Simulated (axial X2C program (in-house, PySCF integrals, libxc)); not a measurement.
**BrAl⁺: from the state search to constants**

What are the state, bond length, wavenumber and bond energy of BrAl⁺, and what does spin–orbit coupling change?

Program: an in-house X2C program for linear molecules on PySCF integrals. Level of theory: all-electron X2C, Br dyall-cv3z, Al dyall-v3z. These are calculated values, not measurements.

## 1. Input

task.json

```json
{
 "zs": [
  35,
  13
 ],
 "q": 1,
 "bas": [
  "dyall-cv3z",
  "dyall-v3z"
 ],
 "levels": [
  "PBE0",
  "HF",
  "B3LYP"
 ],
 "cc": true,
 "r0": 2.4,
 "thr": -2.0,
 "nmax": 90,
 "npts": 10,
 "nst": 2,
 "ntry": 6
}
```

Keys: zs atomic numbers; q charge; bas basis sets; levels methods (HF also brings MP2); cc coupled cluster on or off; r0 starting distance in Å; thr threshold in hartree for freezing inner shells (an s shell follows its p shell); nmax most natural virtual spinors; npts points asked for on the curve; nst determinants followed; ntry starts of the search.

The run is started by

```sh
python so2c.py task.json out
```

Spin-free means the one-electron spin-free X2C Hamiltonian; two-component (2c) means X2C with spin–orbit coupling and atomic mean-field two-electron Coulomb and Gaunt terms. Basis: Br dyall-cv3z contracted to [8s9p6d4f1g], Al dyall-v3z contracted to [8s8p2d1f]; Gaussian nuclei, density fitting. Masses: Br 78.918 u, Al 26.982 u.

Notation: σ, π±, δ± give the projection m of an orbital's angular momentum (0, ±1, ±2), α and β its spin, Λ and M_S the sums; ω is the projection of a spinor's total angular momentum and Ω the sum. Logs are in hartree.

The results follow Hamiltonian by Hamiltonian and level by level.

## 2. Which state to follow

PBE0 moves the distance from 2.400 Å to 2.194 Å and compares determinants there.

Spin-free determinants:

```tsv
ΔE (eV)	state	open shells
0.00	M_S = 1/2, Λ = 0	beyond closed shells: σα
2.51	M_S = 1/2, Λ = 1	beyond closed shells: π+α, π+β, π-α
4.30	M_S = 1/2, Λ = 1	beyond closed shells: π+α
5.17	M_S = 3/2, Λ = 0	beyond closed shells: σα, π+α, π+β, 2 × π-α
5.17	M_S = 3/2, Λ = 2	beyond closed shells: σα, 2 × π+α, π+β, π-α
5.32	M_S = 1/2, Λ = 2	beyond closed shells: σα, 2 × π+α, π+β, π-β
```

Two-component determinants:

```csv
ΔE (eV),state,open shells
0.00,Ω = 1/2,excess of +ω over −ω: ω = 1/2
2.36,Ω = 3/2,excess of +ω over −ω: ω = 3/2
4.29,Ω = 3/2,excess of +ω over −ω: ω = 3/2
5.04,Ω = 7/2,"excess of +ω over −ω: ω = 1/2, 2 × ω = 3/2"
5.49,Ω = 5/2,"excess of +ω over −ω: 2 × ω = 1/2, ω = 3/2"
5.92,Ω = 1/2,"excess of +ω over −ω: 2 × ω = -1/2, ω = 3/2"
5.96,Ω = 5/2,"excess of +ω over −ω: ω = -1/2, 2 × ω = 3/2"
```

## 3. PBE0, spin-free

State followed: M_S = 1/2, Λ = 0 (beyond closed shells: σα). The scan is laid around 2.194 Å, a first estimate of the minimum, and this SCF restarts from the orbitals of the search.

The SCF at the reference distance of 2.194 Å:

```text
spin-free X2C-1e  PBE0
basis functions 151  fitting functions 884  grid points 5078
iter        total energy     max residual
   1      -2848.546500836     5.21e-05
   2      -2848.546500858     3.17e-05
   3      -2848.546500871     7.12e-06
   4      -2848.546500871     5.11e-06
converged
one-electron -4168.70909746  Coulomb 1321.45776269  exact exchange -27.27989691  xc functional -83.75803627  nuclear repulsion 109.74276708
```

Along the bond, energies from the lowest point:

| R (Å) | E (eV) | μ (D) | HOMO (eV) | LUMO (eV) | iterations |
| --- | --- | --- | --- | --- | --- |
| 1.909 | 0.9143 | 5.40 | -14.01 | -10.38 | 22 |
| 1.996 | 0.3649 | 5.88 | -14.12 | -10.56 | 13 |
| 2.062 | 0.1358 | 6.25 | -14.20 | -10.69 | 13 |
| 2.128 | 0.0242 | 6.60 | -14.26 | -10.82 | 12 |
| 2.194 | 0.0000 | 6.95 | -14.32 | -10.94 | 4 |
| 2.271 | 0.0523 | 7.34 | -14.37 | -11.08 | 13 |
| 2.348 | 0.1639 | 7.70 | -14.37 | -11.19 | 12 |
| 2.446 | 0.3575 | 8.11 | -14.15 | -11.31 | 12 |
| 2.567 | 0.6237 | 8.52 | -13.93 | -11.41 | 13 |
| 2.743 | 0.9843 | 8.97 | -13.70 | -11.43 | 15 |

Dipoles are positive if Al is the positive end and refer to the centre of mass.

Outer orbitals at the reference distance:

```tsv
symmetry	occupied	ε (eV)	atomic character
σα	yes	-28.57	78% Br s, 9% Al p, 6% Al d
σβ	yes	-28.25	78% Br s, 9% Al p, 6% Al d
σα	yes	-17.97	55% Br p, 38% Al s, 5% Br s
σβ	yes	-17.22	60% Br p, 29% Al s, 5% Br s
π+α	yes	-14.87	84% Br p, 8% Al p, 5% Al d
π-α	yes	-14.87	84% Br p, 8% Al p, 5% Al d
π-β	yes	-14.79	85% Br p, 8% Al p, 6% Al d
π+β	yes	-14.79	85% Br p, 8% Al p, 6% Al d
σα	yes	-14.32	41% Al s, 32% Al p, 24% Br p
σβ	no	-10.94	53% Al s, 24% Al p, 18% Br p
π+α	no	-8.15	86% Al p, 7% Br p, 4% Al d
π-α	no	-8.15	86% Al p, 7% Br p, 4% Al d
π+β	no	-7.21	86% Al p, 7% Br p, 5% Br d
```

PBE0 fields in the half plane through the axis: z from -2.4 to 4.5 Å across, distance from the axis 0.15 to 2.25 Å upwards; Br lies at z = 0 and Al at z = 2.194 Å; the ELF is damped to zero where the density is low.

log10 density (e/bohr³). Ten even steps from ' ' (-5.09 ) to '@' (1.44 ):
```
    ....::::::::----::::::::::::::::::::......  
  ....::::----------------------------::::::....
  ..::::----==============----------------::::..
....::----====++++++++================------::::
..::----==++++++**++++++++++++++++========--::::
..::--====++**********++++++++++++++++====----::
..::--==++****######******++**####**++++====--::
::::--==++**##%%@@%%##******##@@%%**++++====--::
```

ELF. Ten even steps from '0' (0.00 ) to '9' (1.00 ):
```
000000011100000001000000
000001233321101135642000
000013556543222478998400
000135777765433589999840
000257888877653358999982
001368865677740003999995
001477523147711761599997
002477272717707684299998
```

Re = 2.182 Å, ωe = 461 cm⁻¹, ωexe = 2.39 cm⁻¹, Be = 0.176 cm⁻¹, De = 1.70 eV, μ = 6.89 D.

## 4. HF, spin-free

The SCF at the reference distance of 2.194 Å:

```text
spin-free X2C-1e  HF
basis functions 151  fitting functions 884  grid points 5078
iter        total energy     max residual
   1      -2846.628155325     2.34e-01
   2      -2846.649307320     7.29e-03
   3      -2846.650289189     9.68e-03
   4      -2846.650503249     3.42e-03
   5      -2846.650545940     5.44e-04
   6      -2846.650556066     5.35e-04
   7      -2846.650558656     2.12e-04
   8      -2846.650559454     6.70e-05
   9      -2846.650559550     3.69e-05
  10      -2846.650559566     1.05e-05
  11      -2846.650559570     5.69e-06
  12      -2846.650559571     3.32e-06
  13      -2846.650559571     8.35e-07
converged
one-electron -4168.90214274  Coulomb 1321.73227106  exact exchange -109.22345497  xc functional 0.00000000  nuclear repulsion 109.74276708
```

Re = 2.171 Å, ωe = 485 cm⁻¹, ωexe = 2.77 cm⁻¹, Be = 0.1778 cm⁻¹, De = 0.984 eV, μ = 7.49 D.

## 5. B3LYP, spin-free

Output at 2.194 Å:

```text
spin-free X2C-1e  B3LYP
basis functions 151  fitting functions 884  grid points 5078
iter        total energy     max residual
   1      -2849.012861921     4.94e-02
   2      -2849.014545604     2.07e-03
   3      -2849.014548900     1.94e-03
   4      -2849.014576777     4.59e-04
   5      -2849.014577651     2.57e-04
   6      -2849.014578426     4.05e-05
   7      -2849.014578438     3.04e-05
   8      -2849.014578444     5.06e-06
converged
one-electron -4168.71052163  Coulomb 1321.45187376  exact exchange -21.82022112  xc functional -89.67847653  nuclear repulsion 109.74276708
```

Re = 2.201 Å, ωe = 437 cm⁻¹, ωexe = 2.67 cm⁻¹, Be = 0.1731 cm⁻¹, De = 1.42 eV, μ = 6.94 D.

## 6. Correlated methods, spin-free

Correlated methods: 9 electrons correlated (frozen shells, counted by type: Br 3 s, 2 p, 1 d; Al 2 s, 1 p), 185 virtual spinors in MP2, 90 natural virtuals in coupled cluster.

Output of the correlated part at 2.194 Å:

```text
correlated 9  virtual 185  natural virtual 90  E(MP2) -0.190174297  MP2 remainder -0.003441898
iter   CCSD correlation   residual
   1     -0.198390772   8.91e-02
   2     -0.203113802   3.75e-02
   3     -0.204368387   1.69e-02
   4     -0.204420198   6.97e-03
   5     -0.204467882   2.17e-03
   6     -0.204474189   8.68e-04
   7     -0.204475507   3.51e-04
   8     -0.204477216   1.44e-04
   9     -0.204476015   5.50e-05
  10     -0.204476463   1.92e-05
  11     -0.204476436   5.83e-06
  12     -0.204476493   2.39e-06
  13     -0.204476495   9.98e-07
(T) -0.009291641  T1 0.0248  D1 0.0411  max T2 0.052
```

T1 in the output is the amplitude norm over the root of the electron number; divide by √2 for the Lee–Taylor value.

MP2: Re = 2.176 Å, ωe = 489 cm⁻¹, Be = 0.177 cm⁻¹, De = 1.63 eV.

CCSD: Re = 2.185 Å, ωe = 465 cm⁻¹, ωexe = 2.69 cm⁻¹, Be = 0.1755 cm⁻¹, De = 1.27 eV. T1 at Re = 0.017 (Lee–Taylor, the printed value over √2).

CCSD(T): Re = 2.189 Å, ωe = 464 cm⁻¹, ωexe = 2.41 cm⁻¹, Be = 0.1749 cm⁻¹, De = 1.40 eV. T1 at Re = 0.017 (Lee–Taylor, the printed value over √2).

## 7. The spin-free curves together

Energy (eV) of the followed determinant, spin-free, from each level's lowest point:

| R (Å) | PBE0 | HF | MP2 | CCSD | CCSD(T) | B3LYP |
| --- | --- | --- | --- | --- | --- | --- |
| 1.909 | 0.914 | 0.905 | 0.942 | n/a | n/a | 0.983 |
| 1.996 | 0.365 | 0.346 | 0.370 | 0.388 | 0.402 | 0.415 |
| 2.062 | 0.136 | 0.118 | 0.132 | 0.148 | 0.156 | 0.170 |
| 2.128 | 0.024 | 0.013 | 0.019 | 0.028 | 0.032 | 0.042 |
| 2.194 | 0.000 | 0.000 | 0.000 | 0.000 | 0.000 | 0.000 |
| 2.271 | 0.052 | 0.069 | 0.067 | 0.050 | 0.046 | 0.030 |
| 2.348 | 0.164 | 0.196 | 0.205 | 0.160 | 0.155 | 0.118 |
| 2.446 | 0.358 | 0.401 | 0.452 | 0.348 | 0.347 | 0.280 |
| 2.567 | 0.624 | 0.642 | 0.804 | n/a | n/a | 0.507 |
| 2.743 | 0.984 | 0.878 | 1.216 | n/a | n/a | 0.817 |

## 8. PBE0, 2c

State followed: Ω = 1/2 (excess of +ω over −ω: ω = 1/2). The scan is laid around 2.194 Å, a first estimate of the minimum, and this SCF restarts from the orbitals of the search.

Output at 2.194 Å:

```text
two-component X2C + atomic mean field  PBE0
basis functions 151  fitting functions 884  grid points 5078
iter        total energy     max residual
   1      -2847.615454039     6.65e-05
   2      -2847.615454057     3.25e-05
   3      -2847.615454070     6.54e-06
   4      -2847.615454070     5.29e-06
converged
one-electron -4166.28012962  Coulomb 1320.93948316  exact exchange -27.26970521  xc functional -83.72683678  nuclear repulsion 109.74276708  atomic mean-field constant -1.02103270
```

Along the bond, energies from the lowest point:

| R (Å) | E (eV) | μ (D) | HOMO (eV) | LUMO (eV) | iterations |
| --- | --- | --- | --- | --- | --- |
| 1.909 | 0.9232 | 5.38 | -14.00 | -10.38 | 22 |
| 1.996 | 0.3711 | 5.86 | -14.11 | -10.56 | 13 |
| 2.062 | 0.1401 | 6.23 | -14.18 | -10.69 | 13 |
| 2.128 | 0.0264 | 6.58 | -14.24 | -10.82 | 12 |
| 2.194 | 0.0000 | 6.92 | -14.28 | -10.94 | 4 |
| 2.271 | 0.0494 | 7.30 | -14.31 | -11.06 | 13 |
| 2.348 | 0.1573 | 7.65 | -14.23 | -11.18 | 12 |
| 2.446 | 0.3446 | 8.03 | -14.02 | -11.29 | 12 |
| 2.567 | 0.5991 | 8.39 | -13.83 | -11.38 | 13 |
| 2.743 | 0.9309 | 8.67 | -13.70 | -11.41 | 17 |

Dipoles are positive if Al is the positive end and refer to the centre of mass.

Outer spinors at the reference distance:

| ω | occupied | ε (eV) | atomic character | λ mixture |
| --- | --- | --- | --- | --- |
| 1/2 | yes | -28.58 | 78% Br s, 9% Al p, 6% Al d | 100% σ |
| -1/2 | yes | -28.26 | 78% Br s, 9% Al p, 6% Al d | 100% σ |
| 1/2 | yes | -17.98 | 55% Br p, 37% Al s, 5% Br s | 100% σ |
| -1/2 | yes | -17.24 | 61% Br p, 28% Al s, 5% Br s | 99% σ, 1% π |
| -1/2 | yes | -15.02 | 84% Br p, 8% Al p, 5% Al d | 99% π, 1% σ |
| 1/2 | yes | -14.97 | 82% Br p, 8% Al p, 5% Al d | 96% π, 4% σ |
| 3/2 | yes | -14.72 | 84% Br p, 9% Al p, 5% Al d | 100% π |
| -3/2 | yes | -14.64 | 84% Br p, 8% Al p, 6% Al d | 100% π |
| 1/2 | yes | -14.28 | 39% Al s, 32% Al p, 26% Br p | 96% σ, 4% π |
| -1/2 | no | -10.94 | 53% Al s, 24% Al p, 18% Br p | 100% σ |
| -1/2 | no | -8.16 | 86% Al p, 6% Br p, 3% Al d | 100% π |
| 3/2 | no | -8.12 | 86% Al p, 7% Br p, 4% Al d | 100% π |
| 1/2 | no | -7.23 | 87% Al p, 7% Br p, 5% Br d | 100% π |

PBE0 fields in the half plane through the axis: z from -2.4 to 4.5 Å across, distance from the axis 0.15 to 2.25 Å upwards; Br lies at z = 0 and Al at z = 2.194 Å; the ELF is damped to zero where the density is low.

log10 density (e/bohr³). Ten even steps from ' ' (-5.09 ) to '@' (1.44 ):
```
    ....::::::::----::::::::::::::::::::......  
  ....::::----------------------------::::::....
  ..::::----==============----------------::::..
....::----====++++++++================------::::
..::----==++++++**++++++++++++++++========--::::
..::--====++**********++++++++++++++++====----::
..::--==++****######******++**####**++++====--::
::::--==++**##%%@@%%##******##@@%%**++++====--::
```

ELF. Ten even steps from '0' (0.00 ) to '9' (1.00 ):
```
000000011100000001000000
000001233321101135642000
000013556543222478998400
000135777765433589999840
000257888877653358999982
001368865677740003999995
001477523147711761599997
002477272717707684299998
```

Re = 2.185 Å, ωe = 458 cm⁻¹, ωexe = 2.51 cm⁻¹, Be = 0.1757 cm⁻¹, De = 1.60 eV, μ = 6.88 D.

## 9. HF, 2c

The SCF at the reference distance of 2.194 Å:

```text
two-component X2C + atomic mean field  HF
basis functions 151  fitting functions 884  grid points 5078
iter        total energy     max residual
   1      -2845.697732926     2.41e-01
   2      -2845.718875784     7.29e-03
   3      -2845.719864554     9.95e-03
   4      -2845.720081307     3.45e-03
   5      -2845.720125479     5.54e-04
   6      -2845.720136286     5.74e-04
   7      -2845.720139169     2.29e-04
   8      -2845.720140087     6.94e-05
   9      -2845.720140205     4.22e-05
  10      -2845.720140228     1.10e-05
  11      -2845.720140234     7.12e-06
  12      -2845.720140235     4.27e-06
  13      -2845.720140235     9.49e-07
converged
one-electron -4166.47256415  Coulomb 1321.21336024  exact exchange -109.18267072  xc functional 0.00000000  nuclear repulsion 109.74276708  atomic mean-field constant -1.02103270
```

Re = 2.173 Å, ωe = 482 cm⁻¹, ωexe = 2.87 cm⁻¹, Be = 0.1775 cm⁻¹, De = 0.825 eV, μ = 7.48 D.

## 10. B3LYP, 2c

Output at 2.194 Å:

```text
two-component X2C + atomic mean field  B3LYP
basis functions 151  fitting functions 884  grid points 5078
iter        total energy     max residual
   1      -2848.081605376     5.02e-02
   2      -2848.083294988     2.07e-03
   3      -2848.083298655     1.96e-03
   4      -2848.083328283     4.74e-04
   5      -2848.083329236     2.59e-04
   6      -2848.083330055     4.09e-05
   7      -2848.083330069     3.13e-05
   8      -2848.083330075     5.65e-06
converged
one-electron -4166.28011226  Coulomb 1320.93210805  exact exchange -21.81205244  xc functional -89.64500780  nuclear repulsion 109.74276708  atomic mean-field constant -1.02103270
```

Re = 2.204 Å, ωe = 432 cm⁻¹, ωexe = 2.88 cm⁻¹, Be = 0.1726 cm⁻¹, De = 1.28 eV, μ = 6.92 D.

## 11. Correlated methods, 2c

Correlated methods: 9 electrons correlated (frozen shells, counted by type: Br 3 s, 2 p, 1 d; Al 2 s, 1 p), 185 virtual spinors in MP2, 89 natural virtuals in coupled cluster.

Output of the correlated part at 2.194 Å:

```text
correlated 9  virtual 185  natural virtual 89  E(MP2) -0.190103905  MP2 remainder -0.003562352
iter   CCSD correlation   residual
   1     -0.198259245   8.91e-02
   2     -0.202998518   3.75e-02
   3     -0.204245366   1.69e-02
   4     -0.204298839   7.01e-03
   5     -0.204347045   2.23e-03
   6     -0.204353637   9.32e-04
   7     -0.204355157   4.09e-04
   8     -0.204357008   1.89e-04
   9     -0.204355457   8.77e-05
  10     -0.204356111   4.26e-05
  11     -0.204356046   2.12e-05
  12     -0.204356193   1.05e-05
  13     -0.204356164   4.29e-06
  14     -0.204356171   1.74e-06
(T) -0.009269497  T1 0.0248  D1 0.0415  max T2 0.050
```

MP2: Re = 2.178 Å, ωe = 487 cm⁻¹, Be = 0.1768 cm⁻¹, De = 1.49 eV.

CCSD: Re = 2.187 Å, ωe = 463 cm⁻¹, ωexe = 2.89 cm⁻¹, Be = 0.1752 cm⁻¹, De = 1.13 eV. T1 at Re = 0.017 (Lee–Taylor, the printed value over √2).

CCSD(T): Re = 2.191 Å, ωe = 462 cm⁻¹, ωexe = 2.58 cm⁻¹, Be = 0.1747 cm⁻¹, De = 1.27 eV. T1 at Re = 0.017 (Lee–Taylor, the printed value over √2).

## 12. A higher determinant, 2c

State: Ω = 3/2 (excess of +ω over −ω: ω = 3/2).

Output at the reference distance:

```text
two-component X2C + atomic mean field  PBE0
basis functions 151  fitting functions 884  grid points 5078
iter        total energy     max residual
   1      -2847.528802435     8.27e-05
   2      -2847.528802438     1.24e-05
converged
one-electron -4163.93675925  Coulomb 1318.65813706  exact exchange -27.26526738  xc functional -83.70664725  nuclear repulsion 109.74276708  atomic mean-field constant -1.02103270
```

| R (Å) | E above the lowest PBE0 point (eV) |
| --- | --- |
| 1.909 | 4.949 |
| 1.996 | 3.862 |
| 2.062 | 3.240 |
| 2.128 | 2.748 |
| 2.194 | 2.358 |
| 2.271 | 2.004 |
| 2.348 | 1.737 |
| 2.446 | 1.489 |
| 2.567 | 1.294 |

No constants are quoted: the lowest point is the long end of the scan.

## 13. The 2c curves together

Energy (eV) of the followed determinant, 2c, from each level's lowest point:

| R (Å) | PBE0 | HF | MP2 | CCSD | CCSD(T) | B3LYP |
| --- | --- | --- | --- | --- | --- | --- |
| 1.909 | 0.923 | 0.913 | 0.950 | n/a | n/a | 0.993 |
| 1.996 | 0.371 | 0.352 | 0.375 | 0.394 | 0.408 | 0.422 |
| 2.062 | 0.140 | 0.122 | 0.136 | 0.151 | 0.160 | 0.175 |
| 2.128 | 0.026 | 0.015 | 0.021 | 0.030 | 0.034 | 0.045 |
| 2.194 | 0.000 | 0.000 | 0.000 | 0.000 | 0.000 | 0.000 |
| 2.271 | 0.049 | 0.066 | 0.065 | 0.047 | 0.044 | 0.027 |
| 2.348 | 0.157 | 0.190 | 0.201 | 0.154 | 0.149 | 0.110 |
| 2.446 | 0.345 | 0.388 | 0.446 | 0.336 | 0.335 | 0.264 |
| 2.567 | 0.599 | 0.612 | 0.791 | n/a | n/a | 0.475 |
| 2.743 | 0.931 | 0.785 | 1.161 | n/a | n/a | 0.746 |

Time for the job: 95 s (1 thread of Arm Neoverse V1, shared host); peak memory 0.55 GiB.

## 14. What came out

Lowest determinant that the search found at its distance, spin-free: M_S = 1/2, Λ = 0 (beyond closed shells: σα).

Lowest determinant that the search found at its distance, 2c: Ω = 1/2 (excess of +ω over −ω: ω = 1/2).

```csv
Hamiltonian,level,Re (Å),ωe (cm⁻¹),De (eV),μ (D)
spin-free,PBE0,2.182,461,1.70,6.89
spin-free,HF,2.171,485,0.984,7.49
spin-free,MP2,2.176,489,1.63,n/a
spin-free,CCSD,2.185,465,1.27,n/a
spin-free,CCSD(T),2.189,464,1.40,n/a
spin-free,B3LYP,2.201,437,1.42,6.94
2c,PBE0,2.185,458,1.60,6.88
2c,HF,2.173,482,0.825,7.48
2c,MP2,2.178,487,1.49,n/a
2c,CCSD,2.187,463,1.13,n/a
2c,CCSD(T),2.191,462,1.27,n/a
2c,B3LYP,2.204,432,1.28,6.92
```

Dipoles are positive if Al is the positive end and refer to the centre of mass.

Time per point (s) on 1 thread of Arm Neoverse V1, shared host (2c runs; CCSD comes with the CCSD(T) run); the times are rough: PBE0 0.55, HF 0.43, MP2 0.5, CCSD(T) 3.1, B3LYP 0.6.

In words: At CCSD(T), going from spin-free to two-component changes Re by +2 mÅ, ωe by -0.6 %, which is small (part of it comes from the scalar share of the two-electron terms). De moves by -0.14 eV; both De rest on single-determinant atoms, which can miss part of an open shell's spin–orbit lowering.

De refers to Br + Al+, each in the lowest determinant found, which need not be this curve's own limit. The state is a single determinant with fixed occupations, the lowest that a limited PBE0 search found. Dissociation energies refer to the lowest single-determinant-based atoms at the same level and basis. Density functionals use the spin component along the axis (collinear). Coupled cluster ran in a truncated set of natural virtual spinors; the MP2 energy of the rest was added.
